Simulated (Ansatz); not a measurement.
## AlSn: relaxation of cell and atoms with PBEsol+D3(BJ)

AlSn:

```
CELL_PARAMETERS angstrom
4.19811 0.00000 0.00000
-2.09905 3.63567 0.00000
0.00000 0.00000 3.30685
ATOMIC_POSITIONS crystal
Sn 0.33333 0.66667 0.50000
Al 0.00000 0.00000 0.00000
```

The cell comes from a database or a generator and needn't be the stable form of this composition.

```yaml
Program: Ansatz 0.2.0
Task: relaxation of cell and atoms
Functional: PBEsol
Dispersion: D3(BJ)
Potentials_or_basis: Ansatz PAW
Cutoff: "420 eV (not typed: the program's choice for these potentials)"
k_mesh: 7 × 7 × 8
Occupations: fermi-dirac, width 0.05 eV
Spin: no spin polarisation
```

| Property | Result |
| --- | --- |
| Relaxed volume | 23.45 Å³/atom |
| Relaxed cell | a = 4.080 Å, b = 4.080 Å, c = 3.253 Å, α = 90.00°, β = 90.00°, γ = 120.00° |
| Space group after relaxing (to 0.05 Å) | P-6m2 (No. 187) |
| Energy gained by relaxing | 22.6 meV/atom |
| Ionic steps | 6 |
| Pressure after relaxing | 0.0 GPa |
| Band gap on the k mesh | none (metal or under the smearing width) |

Step by step:
```tsv
step	energy change (eV)	largest force (eV/Å)	volume (Å³)
1	0.0000	0.0000	50.47
2	-0.0376	0.0000	45.50
3	-0.0454	0.0000	47.06
4	-0.0457	0.0000	46.94
5	-0.0458	0.0000	46.90
6	-0.0452	0.0000	46.90
```

Final structure:
```
Sn Al
1.0
     4.07982    0.00000    0.00000
    -2.03991    3.53322    0.00000
     0.00000    0.00000    3.25334
Sn Al
1 1
Cartesian
  0.0000 2.3555 1.6267
  0.0000 0.0000 0.0000
```

Levels at points of the mesh, in eV from the Fermi level:
```csv
k point,band 5,band 6,band 7,band 8,band 9,band 10,band 11,band 12
"(0.00, 0.00, 0.00)",-21.20,-10.94,-0.16,-0.16,1.25,2.53,3.24,3.24
"(0.00, 0.00, -0.50)",-21.14,-7.77,-6.59,2.92,2.92,3.80,3.80,4.29
```

It took 8.2 s on 2 threads of Arm Neoverse V2, on a shared host, peak memory 0.34 GiB.

Caveat: the plane-wave basis is chosen anew once the cell has moved, so the energies of steps on either side of that aren't comparable; pairwise dispersion overbinds metals, which lowers pressure and volume; the PAW data sets come from PBE, with cores solved anew for the run's functional, which leaves a small shift of forces and pressure.
